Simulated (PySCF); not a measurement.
# B3H3O3: a tour of settings

Aim: see how B3H3O3 (`B1OBOBO1`) answers to the choice of functional, basis, grid and SCF options.

Computed with PySCF 2.14.0, with density-fitted response routines of our own, on a single molecule, in the gas phase or a continuum. Atoms count from 0, in the outputs and in this text.

## Step 1: The starting structure

9 atoms, charge 0, multiplicity 1; geometry from: GFN2-xTB.

Bonds of the start (Å): B0–O1 1.36, O1–B2 1.36, B2–O3 1.36, O3–B4 1.36, B4–O5 1.36, O5–B0 1.36, B0–H6 1.17, B2–H7 1.17, B4–H8 1.17.

## Step 2: Shielding tensors: PBE0/pcSseg-1 in chloroform

What the job is given:

```
{"job": {"kind": "nmr", "xc": "PBE0", "basis": "pcSseg-1", "solvent": "chloroform", "pop": true, "scf": {"conv": 1e-08}}, "charge": 0, "multiplicity": 1}
B      1.186911    -0.609970    -0.274847
O      0.060351    -1.353412    -0.107571
B     -1.124922    -0.744412     0.164759
O     -1.182142     0.610364     0.269519
B     -0.057350     1.356344     0.102031
O      1.126594     0.744701    -0.169654
H      2.206016    -1.134637    -0.508902
H     -2.093579    -1.384543     0.308499
H     -0.108318     2.521559     0.190986
```

With the program's defaults for keys left out, this is: GIAO PBE0/pcSseg-1 NMR shielding, non-relativistic, IEF-PCM chloroform.

Started as:

```bash
$ OMP_NUM_THREADS=1 python probes_run.py task.json out
```

This one command runs all jobs of the session in turn.

What it wrote:

```text
final grid: 83368 points
cycle   1  E = -301.7798708561  dE =  1.100e+00  |g| = 9.472e-01  |ddm| = 2.649e+00
cycle   2  E = -301.6205273098  dE =  1.593e-01  |g| = 1.341e+00  |ddm| = 1.308e+00
cycle   3  E = -301.9319996479  dE = -3.115e-01  |g| = 3.812e-02  |ddm| = 8.562e-01
cycle   4  E = -301.9322787044  dE = -2.791e-04  |g| = 7.962e-03  |ddm| = 3.228e-02
cycle   5  E = -301.9322894043  dE = -1.070e-05  |g| = 1.196e-03  |ddm| = 7.184e-03
cycle   6  E = -301.9322897711  dE = -3.667e-07  |g| = 1.660e-04  |ddm| = 1.327e-03
cycle   7  E = -301.9322897773  dE = -6.242e-09  |g| = 8.566e-05  |ddm| = 2.597e-04
converged SCF energy = -301.9322897773

GIAO shielding tensors (ppm)
atom      isotropic    diamagn.    paramagn.     s11        s22        s33       span
  0 B       74.541     196.604    -122.063     57.503     68.792     97.330     39.827
  1 O      116.045     395.107    -279.062    -78.631     93.099    333.667    412.298
  2 B       74.544     196.609    -122.064     57.506     68.796     97.331     39.824
  3 O      116.050     395.111    -279.061    -78.617     93.098    333.668    412.285
  4 B       74.550     196.612    -122.062     57.502     68.807     97.340     39.837
  5 O      116.055     395.106    -279.051    -78.608     93.098    333.675    412.282
  6 H       27.163      29.503      -2.340     23.916     26.738     30.835      6.918
  7 H       27.163      29.506      -2.344     23.916     26.737     30.835      6.918
  8 H       27.166      29.509      -2.343     23.921     26.739     30.837      6.917
```

Wall time 9.6 s (1 thread of Intel Xeon at 2.70GHz, shared host); peak memory 0.57 GiB.

The references, computed at this level on geometries of the same kind, shield at (ppm): 1H TMS 31.70, 17O H2O 342.2, 11B BF3·OEt2 100.6. Their shielding less the atom's gives the shift. The references are single molecules in the same continuum, so shifts against H2O, NH3, PH3, H3PO4 or CFCl3 are not on the usual liquid scales and can be off by tens of ppm. Atoms listed in one row are averaged.

| atoms | environment | σ (ppm) | δ (ppm) |
| --- | --- | --- | --- |
| H6, H7, H8 | hydrogen on a boron bonded to 2 O, in a 6-membered ring | 27.16 | 4.53 |
| B0, B2, B4 | boron bonded to 2 O, H, in a 6-membered ring | 74.5 | 26.0 |
| O1, O3, O5 | oxygen bonded to 2 B, in a 6-membered ring | 116.0 | 226.2 |

The run also stored atomic charges by several schemes (e):

| atoms | Mulliken | IAO | Hirshfeld | ESP fit |
| --- | --- | --- | --- | --- |
| B0, B2, B4 | 0.51 | 0.42 | 0.26 | 1.02 |
| O1, O3, O5 | -0.48 | -0.43 | -0.21 | -0.82 |

Mayer bond orders: B0–O1 1.10, O1–B2 1.10, B2–O3 1.10, O3–B4 1.10, B4–O5 1.10, O5–B0 1.10.

Ring of atoms B0, O1, B2, O3, B4, O5: NICS(0) -1.5, NICS(1) -2.5, NICS(1)zz -3.1 ppm (means of both faces).

## Step 3: NMR shieldings: B3LYP/6-31G*

Same as in step 2 but for these lines:

```diff
@@ -1,2 +1,2 @@
-{"job": {"kind": "nmr", "xc": "PBE0", "basis": "pcSseg-1", "solvent": "chloroform", "pop": true, "scf": {"conv": 1e-08}}, "charge": 0, "multiplicity": 1}
+{"job": {"kind": "nmr", "xc": "B3LYP", "basis": "6-31G*", "pop": false}, "charge": 0, "multiplicity": 1}
 B      1.186911    -0.609970    -0.274847
```

With the program's defaults for keys left out, this is: GIAO B3LYP/6-31G* NMR shielding, non-relativistic, gas phase.

What it wrote:

```text
coarse grid: 8376 points
cycle   1  E = -302.1659320623  dE =  1.086e+00  |g| = 1.026e+00  |ddm| = 3.060e+00
cycle   2  E = -301.8976648233  dE =  2.683e-01  |g| = 1.571e+00  |ddm| = 1.627e+00
cycle   3  E = -302.3557770589  dE = -4.581e-01  |g| = 4.081e-02  |ddm| = 1.053e+00
cycle   4  E = -302.3561360406  dE = -3.590e-04  |g| = 6.559e-03  |ddm| = 4.108e-02
cycle   5  E = -302.3561442313  dE = -8.191e-06  |g| = 1.346e-03  |ddm| = 5.062e-03
final grid: 83368 points
cycle   6  E = -302.3129499133  dE = -3.940e-05  |g| = 3.403e-03  |ddm| = 2.096e-02
cycle   7  E = -302.3129484178  dE =  1.496e-06  |g| = 4.651e-03  |ddm| = 6.813e-03
cycle   8  E = -302.3129524164  dE = -3.999e-06  |g| = 6.049e-04  |ddm| = 3.261e-03
cycle   9  E = -302.3129524900  dE = -7.356e-08  |g| = 1.894e-04  |ddm| = 5.625e-04
cycle  10  E = -302.3129524955  dE = -5.496e-09  |g| = 7.391e-05  |ddm| = 1.553e-04
cycle  11  E = -302.3129524965  dE = -1.040e-09  |g| = 7.863e-06  |ddm| = 4.881e-05
cycle  12  E = -302.3129524965  dE = -1.103e-11  |g| = 1.139e-06  |ddm| = 7.214e-06
converged SCF energy = -302.3129524965

GIAO shielding tensors (ppm)
atom      isotropic    diamagn.    paramagn.     s11        s22        s33       span
  0 B       86.911     201.107    -114.196     73.257     82.531    104.945     31.688
  1 O      138.761     389.163    -250.402    -39.374    110.583    345.073    384.447
  2 B       86.913     201.112    -114.198     73.260     82.534    104.946     31.686
  3 O      138.753     389.163    -250.410    -39.376    110.587    345.049    384.424
  4 B       86.920     201.117    -114.197     73.261     82.545    104.955     31.694
  5 O      138.759     389.154    -250.395    -39.369    110.588    345.058    384.427
  6 H       27.838      30.522      -2.683     24.911     27.335     31.270      6.359
  7 H       27.838      30.526      -2.688     24.911     27.334     31.269      6.359
  8 H       27.841      30.528      -2.687     24.914     27.336     31.273      6.358
```

Run time: 6.3 s. Hardware: 1 thread of Intel Xeon at 2.70GHz, shared host; peak memory 0.57 GiB.

Key values: σ B0 86.9, O1 138.8, H6 27.84 ppm (means over like atoms).

## Step 4: Excited states and response: B97-D/def2-TZVPP in benzene

Same as in step 3 but for these lines:

```diff
@@ -1,2 +1,2 @@
-{"job": {"kind": "nmr", "xc": "B3LYP", "basis": "6-31G*", "pop": false}, "charge": 0, "multiplicity": 1}
+{"job": {"kind": "uv", "xc": "B97-D", "basis": "def2-TZVPP", "solvent": "benzene", "nstates": 25, "ntriplets": 0, "tda": true, "grid": 4}, "charge": 0, "multiplicity": 1}
 B      1.186911    -0.609970    -0.274847
```

Level: TDA B97-D/def2-TZVPP, vertical, IEF-PCM benzene (non-equilibrium linear response), core orbitals frozen in the response.

What it wrote:

```text
coarse grid: 8376 points
cycle   1  E = -301.9634184516  dE =  1.006e+00  |g| = 1.224e+00  |ddm| = 2.560e+00
cycle   2  E = -301.1954734001  dE =  7.679e-01  |g| = 2.321e+00  |ddm| = 1.866e+00
cycle   3  E = -302.2118723259  dE = -1.016e+00  |g| = 1.189e-01  |ddm| = 1.411e+00
cycle   4  E = -302.2152291932  dE = -3.357e-03  |g| = 1.738e-02  |ddm| = 9.721e-02
cycle   5  E = -302.2152955735  dE = -6.638e-05  |g| = 5.063e-03  |ddm| = 3.000e-02
cycle   6  E = -302.2152993559  dE = -3.782e-06  |g| = 2.181e-03  |ddm| = 4.350e-03
final grid: 216216 points
cycle   7  E = -302.2264872059  dE = -2.406e-04  |g| = 4.556e-03  |ddm| = 1.485e-01
cycle   8  E = -302.2264813584  dE =  5.847e-06  |g| = 7.175e-03  |ddm| = 5.933e-03
cycle   9  E = -302.2264898392  dE = -8.481e-06  |g| = 1.501e-03  |ddm| = 3.812e-03
cycle  10  E = -302.2264902166  dE = -3.774e-07  |g| = 4.123e-04  |ddm| = 8.677e-04
cycle  11  E = -302.2264902428  dE = -2.610e-08  |g| = 1.461e-04  |ddm| = 2.465e-04
cycle  12  E = -302.2264902463  dE = -3.546e-09  |g| = 9.027e-06  |ddm| = 8.061e-05
cycle  13  E = -302.2264902463  dE = -1.262e-11  |g| = 3.977e-06  |ddm| = 1.249e-05
converged SCF energy = -302.2264902463

Static polarisability (au): isotropic 48.824, principal 35.219 55.623 55.631

Singlet excitations
state   eV       nm        f      main configurations
  1   6.7043    184.9   0.00000   H->L 0.49, H-1->L+1 0.47
  2   6.8015    182.3   0.00000   H->L+1 0.43, H-1->L 0.41
  3   6.8015    182.3   0.00000   H-1->L+1 0.43, H->L 0.41
  4   6.8516    181.0   0.03798   H-1->L 0.49, H->L+1 0.47
  5   8.1431    152.3   0.00000   H-2->L 0.27, H-3->L+1 0.27, H-3->L 0.23
  6   8.3776    148.0   0.00000   H->L+2 0.85, H-4->L+1 0.14
  7   8.3787    148.0   0.00000   H-1->L+2 0.85, H-4->L 0.14
  8   8.5045    145.8   0.00000   H-4->L 0.33, H-5->L+1 0.32, H-6->L 0.32
  9   8.5055    145.8   0.00000   H-5->L 0.35, H-4->L+1 0.33, H-6->L+1 0.29
 10   8.5224    145.5   0.00154   H->L+3 0.82
 11   8.5233    145.5   0.00160   H-1->L+3 0.82
 12   8.5266    145.4   0.00000   H-6->L+1 0.52, H-5->L 0.46
 13   8.6082    144.0   0.00000   H-2->L+1 0.25, H-3->L 0.25, H-2->L 0.22
 14   8.6343    143.6   0.04518   H-5->L+1 0.49, H-6->L 0.49
 15   8.8048    140.8   0.00748   H-4->L+1 0.48, H-5->L 0.17, H-6->L+1 0.17
 16   8.8055    140.8   0.03962   H-4->L 0.43, H-6->L 0.15, H-5->L+1 0.15
 17   8.8064    140.8   0.30813   H-3->L+1 0.17, H-2->L 0.17, H->L+3 0.16
 18   8.8070    140.8   0.28112   H-3->L+1 0.15, H-2->L 0.15, H-1->L+3 0.15
 19   9.5726    129.5   0.00000   H->L+5 0.51, H-1->L+4 0.49
 20   9.6162    128.9   0.01196   H->L+4 0.28, H-1->L+5 0.26, H-1->L+4 0.20
 21   9.6162    128.9   0.01199   H-1->L+4 0.28, H->L+5 0.26, H->L+4 0.20
 22   9.6518    128.5   0.00000   H-1->L+5 0.49, H->L+4 0.46
 23   9.8386    126.0   0.00000   H-2->L+3 0.98
 24   9.8389    126.0   0.00000   H-3->L+3 0.98
 25   9.9954    124.0   0.07846   H->L+6 0.97
```

Run time: 46 s. Hardware: 1 thread of Intel Xeon at 2.70GHz, shared host; peak memory 0.76 GiB.

Frontier orbitals and where they lie:

| orbital | eV | atoms |
| --- | --- | --- |
| HOMO−3 | -9.39 | O5 41 %, O1 29 %, B0 10 % |
| HOMO−2 | -9.39 | O3 46 %, O1 18 %, B2 10 % |
| HOMO−1 | -8.03 | O1 31 %, O5 15 %, B4 13 % |
| HOMO | -8.03 | O3 27 %, O5 23 %, B0 12 % |
| LUMO | -1.30 | B4 50 %, B0 17 %, B2 11 % |
| LUMO+1 | -1.30 | B2 41 %, B0 34 %, O5 6 % |
| LUMO+2 | 0.32 | B4 24 %, B2 23 %, B0 23 % |

With each of the 25 states as a Gaussian band of 0.4 eV half-width at 1/e, the curve within the window shown has maxima at 181 nm (ε 1,500), 141 nm (ε 27,000), 124 nm (ε 3,600) L/(mol cm). Beyond the last state computed it falls off for lack of states. The curve at chosen wavelengths:

| nm | ε (L/mol/cm) |
| --- | --- |
| 120 | 1864 |
| 123 | 3437 |
| 127 | 3065 |
| 130 | 2837 |
| 133 | 6671 |
| 136 | 16420 |
| 140 | 27219 |
| 143 | 23807 |
| 146 | 14211 |
| 150 | 4296 |
| 153 | 1267 |
| 156 | 297 |
| 159 | 64 |
| 163 | 57 |
| 166 | 165 |
| 169 | 395 |
| 172 | 750 |
| 176 | 1267 |
| 179 | 1505 |
| 182 | 1509 |
| 186 | 1195 |
| 189 | 855 |
| 192 | 542 |
| 195 | 308 |
| 199 | 124 |
| 202 | 57 |

Further results of this job:

| property | computed |
| --- | --- |
| dipole moment (D) | 0.00 |
| polarisability (Å³) | 7.24 |
| HOMO–LUMO gap (eV) | 6.72 |
| −ε(HOMO) (eV) | 8.03 |

## Step 5: J couplings: PBE0/IGLO-III

Same as in step 4 but for these lines:

```diff
@@ -1,2 +1,2 @@
-{"job": {"kind": "uv", "xc": "B97-D", "basis": "def2-TZVPP", "solvent": "benzene", "nstates": 25, "ntriplets": 0, "tda": true, "grid": 4}, "charge": 0, "multiplicity": 1}
+{"job": {"kind": "j", "xc": "PBE0", "basis": "IGLO-III"}, "charge": 0, "multiplicity": 1}
 B      1.186911    -0.609970    -0.274847
```

Level: PBE0/IGLO-III indirect spin-spin coupling, non-relativistic, gas phase.

What it wrote:

```text
coarse grid: 8376 points
cycle   1  E = -301.9177704066  dE =  1.110e+00  |g| = 9.804e-01  |ddm| = 2.044e+00
cycle   2  E = -301.7359266643  dE =  1.818e-01  |g| = 1.424e+00  |ddm| = 8.216e-01
cycle   3  E = -302.0781424015  dE = -3.422e-01  |g| = 3.851e-02  |ddm| = 4.922e-01
cycle   4  E = -302.0784165230  dE = -2.741e-04  |g| = 1.076e-02  |ddm| = 2.923e-02
cycle   5  E = -302.0784361443  dE = -1.962e-05  |g| = 1.685e-03  |ddm| = 6.114e-03
cycle   6  E = -302.0784368143  dE = -6.700e-07  |g| = 3.376e-04  |ddm| = 1.468e-03
final grid: 83368 points
cycle   7  E = -302.0843663451  dE = -1.175e-04  |g| = 6.346e-03  |ddm| = 5.764e-02
cycle   8  E = -302.0843620824  dE =  4.263e-06  |g| = 8.148e-03  |ddm| = 5.030e-03
cycle   9  E = -302.0843724476  dE = -1.037e-05  |g| = 5.699e-04  |ddm| = 2.652e-03
cycle  10  E = -302.0843725079  dE = -6.022e-08  |g| = 1.217e-04  |ddm| = 3.456e-04
cycle  11  E = -302.0843725109  dE = -3.075e-09  |g| = 5.625e-05  |ddm| = 9.340e-05
cycle  12  E = -302.0843725114  dE = -4.483e-10  |g| = 2.221e-05  |ddm| = 2.478e-05
converged SCF energy = -302.0843725114

Indirect spin-spin couplings (Hz)
  i      j    bonds     total        FC       PSO       DSO        SD
  0 B    1 O    1     -2.079    -7.046     5.239    -0.153    -0.120
  0 B    2 B    2     -2.108    -2.127     0.154    -0.108    -0.027
  0 B    3 O    3     -4.040    -3.908     0.004     0.023    -0.159
  0 B    4 B    2     -2.106    -2.125     0.155    -0.109    -0.027
  0 B    5 O    1     -2.086    -7.052     5.238    -0.153    -0.120
  0 B    6 H    1    165.803   165.539    -1.556     1.264     0.555
  0 B    7 H    3      2.909     2.884     0.698    -0.675     0.002
  0 B    8 H    3      2.909     2.884     0.698    -0.676     0.002
  1 O    2 B    1     -2.079    -7.044     5.238    -0.153    -0.120
  1 O    3 O    2     -2.847    -1.024    -1.870    -0.012     0.059
  1 O    4 B    3     -4.038    -3.905     0.004     0.023    -0.159
  1 O    5 O    2     -2.846    -1.023    -1.870    -0.012     0.059
  1 O    6 H    2    -20.444   -21.003     0.502     0.098    -0.040
  1 O    7 H    2    -20.446   -21.005     0.502     0.098    -0.040
  1 O    8 H    4      0.358     0.225    -0.162     0.238     0.057
  2 B    3 O    1     -2.093    -7.059     5.238    -0.153    -0.120
  2 B    4 B    2     -2.105    -2.125     0.155    -0.109    -0.027
  2 B    5 O    3     -4.041    -3.909     0.004     0.023    -0.159
  2 B    6 H    3      2.910     2.884     0.698    -0.675     0.002
  2 B    7 H    1    165.813   165.549    -1.556     1.264     0.555
  2 B    8 H    3      2.908     2.883     0.699    -0.676     0.002
  3 O    4 B    1     -2.101    -7.066     5.238    -0.153    -0.120
  3 O    5 O    2     -2.848    -1.024    -1.871    -0.012     0.059
  3 O    6 H    4      0.358     0.225    -0.162     0.238     0.057
  3 O    7 H    2    -20.443   -21.003     0.502     0.098    -0.040
  3 O    8 H    2    -20.435   -20.994     0.502     0.098    -0.040
  4 B    5 O    1     -2.099    -7.065     5.238    -0.153    -0.120
  4 B    6 H    3      2.910     2.885     0.698    -0.676     0.002
  4 B    7 H    3      2.910     2.884     0.698    -0.676     0.002
  4 B    8 H    1    165.786   165.522    -1.557     1.265     0.556
  5 O    6 H    2    -20.448   -21.007     0.502     0.098    -0.040
  5 O    7 H    4      0.358     0.225    -0.162     0.238     0.057
  5 O    8 H    2    -20.440   -21.000     0.502     0.098    -0.040
  6 H    7 H    4      0.576     0.570     1.614    -1.619     0.011
  6 H    8 H    4      0.575     0.569     1.614    -1.619     0.011
  7 H    8 H    4      0.574     0.568     1.614    -1.619     0.011
```

Wall time 48 s (1 thread of Intel Xeon at 2.70GHz, shared host); peak memory 0.93 GiB.

A choice of the couplings up to four bonds, sorted by the number of bonds, with means over like pairs; isotopes 11B, 1H, 17O:

| pair | bonds | J (Hz) | Fermi contact (Hz) | dihedral (°) |
| --- | --- | --- | --- | --- |
| B0–H6 | 1 | 165.8 | 165.5 | – |
| B0–O1 | 1 | -2.1 | -7.1 | – |
| O1–H6 | 2 | -20.4 | -21.0 | – |
| O1–O3 | 2 | -2.8 | -1.0 | – |
| B0–B2 | 2 | -2.1 | -2.1 | – |
| B0–O3 | 3 | -4.0 | -3.9 | – |
| B0–H7 | 3 | 2.9 | 2.9 | 180 |

Quadrupole couplings from the field gradients of the same density:

| atom | isotope | eQq/h (MHz) | η |
| --- | --- | --- | --- |
| O3 | 17O | 5.021 | 0.66 |
| O5 | 17O | 5.020 | 0.66 |
| O1 | 17O | 5.017 | 0.66 |
| B4 | 11B | 3.827 | 0.51 |
| B0 | 11B | 3.827 | 0.51 |
| B2 | 11B | 3.827 | 0.51 |

Joined with the shifts from before (PBE0/pcSseg-1, unscaled), the couplings predict the line list below for 400 MHz. Couplings to quadrupolar nuclei are left out.

1H NMR δ 4.53 (br, 3H).

## Step 6: NMR shieldings: B3LYP/aug-pcSseg-1

Same as in step 5 but for these lines:

```diff
@@ -1,2 +1,2 @@
-{"job": {"kind": "j", "xc": "PBE0", "basis": "IGLO-III"}, "charge": 0, "multiplicity": 1}
+{"job": {"kind": "nmr", "xc": "B3LYP", "basis": "aug-pcSseg-1", "pop": false, "scf": {"guess": "atom", "conv": 1e-07}}, "charge": 0, "multiplicity": 1}
 B      1.186911    -0.609970    -0.274847
```

Level: GIAO B3LYP/aug-pcSseg-1 NMR shielding, non-relativistic, gas phase.

What it wrote:

```text
final grid: 83368 points
cycle   1  E = -301.8936239056  dE =  1.385e+00  |g| = 1.557e+00  |ddm| = 9.644e+00
cycle   2  E = -301.1985019135  dE =  6.951e-01  |g| = 2.431e+00  |ddm| = 6.018e+00
cycle   3  E = -302.3053020791  dE = -1.107e+00  |g| = 1.442e-01  |ddm| = 4.735e+00
cycle   4  E = -302.3092219744  dE = -3.920e-03  |g| = 2.814e-02  |ddm| = 4.259e-01
cycle   5  E = -302.3094308247  dE = -2.089e-04  |g| = 6.414e-03  |ddm| = 9.945e-02
cycle   6  E = -302.3094399327  dE = -9.108e-06  |g| = 5.535e-04  |ddm| = 1.844e-02
cycle   7  E = -302.3094400104  dE = -7.777e-08  |g| = 5.968e-05  |ddm| = 1.699e-03
converged SCF energy = -302.3094400104

GIAO shielding tensors (ppm)
atom      isotropic    diamagn.    paramagn.     s11        s22        s33       span
  0 B       70.901     184.973    -114.072     54.764     65.146     92.793     38.029
  1 O      110.622     379.156    -268.534    -86.749     86.917    331.698    418.448
  2 B       70.904     185.011    -114.107     54.768     65.147     92.796     38.028
  3 O      110.628     379.179    -268.551    -86.745     86.925    331.704    418.449
  4 B       70.911     185.010    -114.099     54.768     65.159     92.806     38.038
  5 O      110.627     379.156    -268.529    -86.741     86.923    331.701    418.442
  6 H       27.184      23.980       3.204     23.978     27.090     30.484      6.505
  7 H       27.184      23.988       3.196     23.978     27.090     30.484      6.506
  8 H       27.187      23.991       3.196     23.982     27.093     30.487      6.505
```

Run time: 17 s. Hardware: 1 thread of Intel Xeon at 2.70GHz, shared host; peak memory 0.79 GiB.

Key values: σ B0 70.9, O1 110.6, H6 27.19 ppm (means over like atoms).

## Step 7: Run by run: NMR shifts

Isotropic shieldings (ppm), means over like atoms, with basis size and wall time:

| run | H6 | B0 | O1 | functions | time |
| --- | --- | --- | --- | --- | --- |
| PBE0/pcSseg-1 in chloroform | 27.16 | 74.5 | 116.0 | 117 | 9.6 s |
| B3LYP/6-31G* | 27.84 | 86.9 | 138.8 | 90 | 6.3 s |
| B3LYP/aug-pcSseg-1 | 27.19 | 70.9 | 110.6 | 183 | 17 s |

## Step 8: Outcome

| quantity | value |
| --- | --- |
| 1H shifts against TMS (PBE0/pcSseg-1, chloroform, means over atoms taken as alike) | 4.53 ppm |
| 11B shifts against BF3·OEt2 (PBE0/pcSseg-1, chloroform, means over atoms taken as alike) | 26.0 ppm |
| 17O shifts against H2O (PBE0/pcSseg-1, chloroform, means over atoms taken as alike) | 226.2 ppm |
| lowest singlet (B97-D/def2-TZVPP) | 6.70 eV (185 nm), f = 0.000 |
| brightest single state of those computed | state 17, 8.81 eV, f = 0.308 |
| largest coupling of the table (PBE0/IGLO-III) | 1J(B,H) B0–H6, 165.8 Hz |
| range of the shielding of O1 | 110.6 to 138.8 ppm |

In words: Single values in the summary come from the first run of each kind that ended normally (PBE0/pcSseg-1; B97-D/def2-TZVPP; PBE0/IGLO-III), which need not be the best level. At PBE0/pcSseg-1: The largest span, 412 ppm, is at O1, O3, O5, where the paramagnetic term is -279 ppm. The first singlet state (HOMO→LUMO 0.49, HOMO−1→LUMO+1 0.47) lies at 6.70 eV and is dark; of the 25 states computed, the strongest absorption comes from states 16 to 18 together at 8.81 eV. The basis of B97-D/def2-TZVPP has no diffuse functions, so Rydberg states are missing and the high states are unreliable. Of the pairs tabulated at PBE0/IGLO-III, B0–H6 (mean over like pairs) couples most strongly (165.8 Hz; Fermi contact 165.5 Hz). Couplings across rotatable bonds belong to this one conformer; where others are populated, the observed values are averages. Across the 3 runs the shielding of O1 (with its like atoms) moves most, between 110.6 (B3LYP/aug-pcSseg-1) and 138.8 ppm (B3LYP/6-31G*).
